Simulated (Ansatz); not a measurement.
**GaCl3 (gallium trichloride (monomer)) at CAM-B3LYP/aug-cc-pVDZ**

What is the vertical ionisation energy of GaCl3 (gallium trichloride (monomer)) at CAM-B3LYP/aug-cc-pVDZ? 

The results are computed with Ansatz 0.2.0.

23 further runs of the same task are left out: 1 that didn't finish, 22 set aside as unsound or not needed.

### 1 Starting point

The species is GaCl3 (4 atoms), meant as a singlet with charge 0. As SMILES, `[Cl][Ga]([Cl])[Cl]`. The coordinates come from a PBE0-D4/def2-TZVP relaxation.

Bond lengths: Cl1–Ga2 2.112 Å, Ga2–Cl3 2.112 Å, Ga2–Cl4 2.112 Å. Angles: Cl1–Ga2–Cl3 120.0°, Cl1–Ga2–Cl4 120.0°, Cl3–Ga2–Cl4 120.0°.

### 2 A single-point energy at CAM-B3LYP/aug-cc-pVDZ

in.yaml reads:

```yaml
crystal:
  periodic: [false, false, false]
  atoms:
    - symbol: Cl
      position_ang: [0.866700, 0.371400, 1.887500]
    - symbol: Ga
      position_ang: [0.013800, -0.015100, -0.005100]
    - symbol: Cl
      position_ang: [-0.090300, -1.995000, -0.731600]
    - symbol: Cl
      position_ang: [-0.734700, 1.578300, -1.171100]
basis:
  gaussian:
    orbitals: aug-cc-pVDZ
magnetization:
  spin_polarized: false
hamiltonian:
  xc: {name: CAM-B3LYP}
accuracy: high
output:
  orbitals: {seedname: orbitals}
```

Started as:

```
$ ansatz run in.yaml --threads 1 --pin off --max-ram 3480MiB --events-out events.jsonl --progress --plain --runs-dir runs
```

The program printed:

```text
Warning: RAYON_NUM_THREADS=1 ignored (pool sized by the plan → 1); use --threads N
Functional definition: CAM-B3LYP
  name "CAM-B3LYP"
  parameter alpha = 0.19
  parameter beta = 0.46
  parameter omega = 0.33/bohr
  parameter ac = 0.81
  exchange = (1 - alpha - beta)*b88_x + beta*b88_x_sr(omega) + alpha*exact_x + beta*exact_x_lr(omega)
  correlation = (1 - ac)*vwn5_c + ac*lyp_c
2315 factors; integrals over basis functions are off by at most 3.7e-9 eV
604 factors; integrals over basis functions are off by at most 1.5e-9 eV
mean field evaluation 1: about -89952.9630 eV, gradient 2.3e1 eV
mean field evaluation 2: about -89953.2439 eV, gradient 2.1e1 eV
mean field evaluation 4: about -89954.3833 eV, gradient 4.1e-1 eV
mean field evaluation 8: about -89954.4437 eV, gradient 2.6e-2 eV
mean field evaluation 16: about -89954.4437 eV, gradient 9.0e-7 eV
mean field -89954.44367202 eV, -3305.7648316350 hartree, gradient 1.3e-8 eV, S^2 0.000000; 0 other end points of the search recorded, 0 dependent functions left out
reference -89954.44368976 eV, -3305.7648322869 hartree; 41, 41 occupied and 76, 76 virtual orbitals, 2315 factors
Total energy: -89954.44368976 eV, -3305.7648322869 hartree
```

Run time: 35 s. Hardware: 1 thread of Arm Neoverse N1, shared host; peak memory 0.63 GiB.

### 3 The doublet cation at the same level

job.yaml reads:

```yaml
crystal:
  periodic: [false, false, false]
  atoms:
    - {symbol: Cl, position_ang: [0.866700, 0.371400, 1.887500]}
    - {symbol: Ga, position_ang: [0.013800, -0.015100, -0.005100]}
    - {symbol: Cl, position_ang: [-0.090300, -1.995000, -0.731600]}
    - {symbol: Cl, position_ang: [-0.734700, 1.578300, -1.171100]}
basis:
  gaussian:
    orbitals: aug-cc-pVDZ
output: {orbitals: {seedname: orbitals}}
magnetization:
  spin_polarized: true
  initial_magnetization: 1
total_charge: 1
accuracy: high
hamiltonian:
  xc: {name: CAM-B3LYP}
```

Started as:

```
$ ansatz run job.yaml --threads 1 --pin off --max-ram 3480MiB --events-out events.jsonl --progress --plain --runs-dir runs
```

The program printed, shortened:

```text
Warning: RAYON_NUM_THREADS=1 ignored (pool sized by the plan → 1); use --threads N
[... 2 set-up lines as earlier in the session ...]
[...]
2316 factors; integrals over basis functions are off by at most 3.8e-9 eV
604 factors; integrals over basis functions are off by at most 1.5e-9 eV
[...]
mean field -89942.54621745 eV, -3305.3276082438 hartree, gradient 5.7e-8 eV, S^2 0.757111; 6 other end points of the search recorded, 0 dependent functions left out
reference -89942.54623787 eV, -3305.3276089944 hartree; 41, 40 occupied and 76, 77 virtual orbitals, 2316 factors
Total energy: -89942.54623787 eV, -3305.3276089944 hartree
```

Wall time 2.2 min (1 thread of Arm Neoverse N1, shared host); peak memory 0.93 GiB.

### 4 What came out

At CAM-B3LYP/aug-cc-pVDZ:

| quantity | value |
| --- | --- |
| singlet GaCl3: total energy | -3305.76483 Eh |
| singlet GaCl3: HOMO energy | -10.87 eV |
| singlet GaCl3: LUMO energy | -1.26 eV |
| singlet GaCl3: HOMO–LUMO gap | 9.61 eV |
| doublet cation: total energy | -3305.32761 Eh |
| doublet cation: HOMO energy (highest over α and β) | -16.04 eV |
| doublet cation: LUMO energy (lowest over α and β) | -12.94 eV |
| doublet cation: ⟨S²⟩ | 0.757 |
| vertical ionisation energy (to the doublet cation) | 11.897 eV |

In words: The vertical ionisation energy comes to 11.90 eV (274 kcal/mol). −ε(HOMO) before ionisation, 10.87 eV, is 1.02 eV below this ionisation energy.
